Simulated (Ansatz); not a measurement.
# F2H4SeSi: the cost of one run

Method: PBE0-D4, def2-SVP first, then def2-TZVP; program: Ansatz 0.2.0, Gaussian basis.

152 further runs of the same task are left out: 152 set aside as unsound or not needed.

### Step 1. Starting geometry

The guess: 8 atoms, charge 0, spin multiplicity 1.

Atoms are counted from 1 here; the program's logs count them from 0.

Bond lengths: Si1–F3 1.592 Å, Si1–F4 1.590 Å, Si1–H5 1.445 Å, Se7–H8 1.455 Å. Angles: F3–Si1–F4 100.9°, F3–Si1–H5 102.4°, F4–Si1–H5 114.3°.

Geometry (Å):

```
Si   -0.4275   -0.8761   -0.5457
H     0.1978   -0.6432    1.1607
F    -0.3593   -0.2355   -2.0010
F    -1.9568   -0.6378   -0.1823
H    -0.0843   -2.2569   -0.7987
H     0.5748    0.1745    1.7137
Se    0.8695    1.5310    0.3986
H     1.1858    2.9440    0.2547
```

Distances that are to change: Si1–Se7 2.89 Å, H2–H6 1.06 Å, Si1–H2 1.83 Å, H6–Se7 1.91 Å.

### Step 2. Constrained relaxation of the guess

hold/in.yaml

```yaml
crystal:
  periodic: [false, false, false]
  atoms:
    - {symbol: Si, position_ang: [-0.427500, -0.876100, -0.545700]}
    - {symbol: H, position_ang: [0.197800, -0.643200, 1.160700]}
    - {symbol: F, position_ang: [-0.359300, -0.235500, -2.001000]}
    - {symbol: F, position_ang: [-1.956800, -0.637800, -0.182300]}
    - {symbol: H, position_ang: [-0.084300, -2.256900, -0.798700]}
    - {symbol: H, position_ang: [0.574800, 0.174500, 1.713700]}
    - {symbol: Se, position_ang: [0.869500, 1.531000, 0.398600]}
    - {symbol: H, position_ang: [1.185800, 2.944000, 0.254700]}
basis:
  gaussian: {orbitals: def2-SVP}
hamiltonian: {xc: pbe0, dispersion: d4}
relax: {f_tol: 0.04, max_steps: 150, escape_saddle: false, constraints: [{distance: [0, 6]}, {distance: [1, 5]}, {distance: [0, 1]}, {distance: [5, 6]}]}
```

On the command line:

```sh
$ ansatz run in.yaml --threads 4 --pin off --events-out ev --progress --plain --max-ram 9574MiB
```

**Question.** How long does this run take on 4 threads of Intel Xeon Platinum 8488C, shared host?

About 17 s.
